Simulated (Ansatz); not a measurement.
# Ta (hcp type): the cost of one run

Method: DFT PBEsol, with the methods named in each step, in Ansatz 0.2.0.

This is Ta in the hcp structure; at room conditions it is bcc.

1 further run of the same task is left out (it didn't finish). Runs told in other sessions of the task aren't counted.

**1. The starting structure**

It takes space group P6_3/mmc (No. 194, hexagonal). The conventional cell has a = 2.868 Å, b = 2.868 Å, c = 5.091 Å, α = 90.00°, β = 90.00°, γ = 120.00°. Ta (site symmetry -6m2) is surrounded by 12 Ta at 2.87 to 3.04 Å.

As a file:

```
CELL_PARAMETERS angstrom
2.86811 0.00000 0.00000
-1.43406 2.48386 0.00000
0.00000 0.00000 5.09068
ATOMIC_POSITIONS crystal
Ta 0.33333 0.66667 0.25000
Ta 0.66667 0.33333 0.75000
```

Whether this phase is the stable one at these pressures isn't tested.

Atoms are numbered in the order of the input: Ta1, Ta2.

**2. The reference volume, LAPW**

Contents of input.yaml:

```yaml
crystal:
  lattice:
    - [2.8681140808, 0.0, 0.0]
    - [-1.4340570404, 2.4838596549, 0.0]
    - [0.0, 0.0, 5.090683779]
  atoms:
    - { symbol: Ta, position: [0.3333333333, 0.6666666667, 0.25] }
    - { symbol: Ta, position: [0.6666666667, 0.3333333333, 0.75] }
kpoints:
  mp_grid: { grid: [17, 17, 9] }
  band_path:
    path:
      - [0.0, 0.0, 0.0]
      - [0.5, 0.0, 0.0]
      - [0.3333333333, 0.3333333333, 0.0]
      - [0.0, 0.0, 0.0]
      - [0.0, 0.0, 0.5]
      - [0.5, 0.0, 0.5]
      - [0.3333333333, 0.3333333333, 0.5]
      - [0.0, 0.0, 0.5]
      - [0.5, 0.0, 0.5]
    npoints: 14
scf:
  occupations: { method: fermi_dirac, width: 0.1 }
hamiltonian:
  xc: pbesol
  pseudopotentials: { kind: all_electron, lapw: { basis_error: 0.001 } }
output:
  forces: true
  stress: true
  eigenvalues: true
  populations: true
  dos: { projected: true, de: 0.2, e_range: [-14, 8] }
```

Run with:

```bash
$ ansatz run input.yaml --threads 1 --pin off --max-ram 2048MiB --backend cpu --events-out ev --progress --plain --runs-dir out
```

Q: Estimate wall time and peak memory on 1 thread of Arm Neoverse V2, shared host.

About 72 s, with a peak of 0.67 GiB.
